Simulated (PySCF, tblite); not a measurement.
# C₃H₇B: geometry, infrared bands, NMR shifts, spin-spin couplings, electronic excitations and core binding energies

What infrared bands, NMR shifts, spin-spin couplings, electronic excitations and core binding energies should C₃H₇B (`BCC=C`) show?

Computed with tblite 0.8.0 and PySCF 2.14.0, with density-fitted response routines of our own, on a single molecule in the gas phase. Atoms are numbered from 0 throughout.

### Step 1. Starting geometry

11 atoms, charge 0, multiplicity 1; geometry from: GFN2-xTB.

Bonds of the start (Å): B0–C1 1.57, C1–C2 1.49, C2–C3 1.32, B0–H4 1.17, B0–H5 1.17, C1–H6 1.09, C1–H7 1.10, C2–H8 1.08, C3–H9 1.08, C3–H10 1.08.

### Step 2. Harmonic vibrations with GFN2-xTB

Job settings and geometry (Å):

```
{"job": {"kind": "ir", "xc": "GFN2-xTB", "basis": "xTB"}, "charge": 0, "multiplicity": 1}
B     -1.731746     0.504217     0.255572
C     -0.563355    -0.307840    -0.410736
C      0.717045    -0.363467     0.357285
C      1.873449     0.097531    -0.081718
H     -1.692278     0.802789     1.384784
H     -2.668537     0.778349    -0.387933
H     -0.366540     0.026842    -1.432380
H     -0.952519    -1.330753    -0.507835
H      0.647043    -0.801685     1.344606
H      1.971887     0.542274    -1.059303
H      2.770975     0.054414     0.511695
```

**Question.** This job is followed by: PBE0-D3(BJ)/def2-SVP geometry optimisation, gas phase; GIAO PBE0/pcSseg-1 NMR shielding, non-relativistic, gas phase; B3LYP/pcJ-1 indirect spin-spin coupling, non-relativistic, gas phase; TDDFT wB97X-D/def2-SVPD, vertical, gas phase, core orbitals frozen in the response; GIAO mPW1PW91/pcSseg-2 NMR shielding, non-relativistic, gas phase; delta-SCF UKS SCAN, pcX-2 on the ionised atom, pcseg-1 elsewhere, spin-free X2C. What will the session give for the following? strongest single infrared mode (GFN2-xTB); zero-point energy (GFN2-xTB); point group; rotational constants (main isotopes); 13C shifts against TMS (PBE0/pcSseg-1); 1H shifts against TMS (PBE0/pcSseg-1, means over atoms taken as alike); 11B shifts against BF3·OEt2 (PBE0/pcSseg-1); largest coupling of the table (B3LYP/pcJ-1); lowest singlet (wB97X-D/def2-SVPD); brightest single state of those computed; lowest triplet; vertical ionisation energy (ΔSCF); C1s binding energies, SCAN/pcX-2; range of the shift of C2.

**Answer**, as computed:

| quantity | value |
| --- | --- |
| strongest single infrared mode (GFN2-xTB) | 859 cm⁻¹, 219 km/mol |
| zero-point energy (GFN2-xTB) | 55.2 kcal/mol |
| point group | C1 |
| rotational constants (main isotopes) | 26.87, 4.19, 3.98 GHz |
| 13C shifts against TMS (PBE0/pcSseg-1) | 146.0, 120.2, 47.9 ppm |
| 1H shifts against TMS (PBE0/pcSseg-1, means over atoms taken as alike) | 7.52, 6.44, 5.24, 5.16, 2.51 ppm |
| 11B shifts against BF3·OEt2 (PBE0/pcSseg-1) | 84.9 ppm |
| largest coupling of the table (B3LYP/pcJ-1) | 1J(C,H) C3–H10, 169.2 Hz |
| lowest singlet (wB97X-D/def2-SVPD) | 5.40 eV (230 nm), f = 0.007 |
| brightest single state of those computed | state 4, 7.27 eV, f = 0.286 |
| lowest triplet | 4.46 eV |
| vertical ionisation energy (ΔSCF) | 9.49 eV |
| C1s binding energies, SCAN/pcX-2 | C2 290.61, C1 290.61, C3 290.04 eV |
| range of the shift of C2 | 146.0 to 150.8 ppm |

In words: All 27 modes are real, so the xTB geometry is a minimum. The strongest single mode, at 859 cm⁻¹, moves mainly H4, B0 and H5. GFN2-xTB is a fitted tight-binding method: band positions and strengths are rough. Its intensities can rank the bands wrongly. The optimisation took 8 steps and gained 0.095 eV; among the close pairs (by a distance rule), B0–H4 changed most, from 1.169 to 1.211 Å. C2 (alkene CH) lies farthest downfield among carbon, at 146.0 ppm; the olefinic region. Couplings across rotatable bonds belong to this one conformer; where others are populated, the observed values are averages. The lowest singlet, at 5.40 eV, is HOMO→LUMO 0.90 and is weak; of the 10 states computed, the strongest absorption comes from state 4 at 7.27 eV. The lowest triplet lies 0.94 eV below the lowest singlet (triplets in Tamm-Dancoff, singlets in full TDDFT). In ppm, C2 moves most: its shift spreads over 4.8 ppm, from 146.0 (PBE0/pcSseg-1) to 150.8 (mPW1PW91/pcSseg-2).
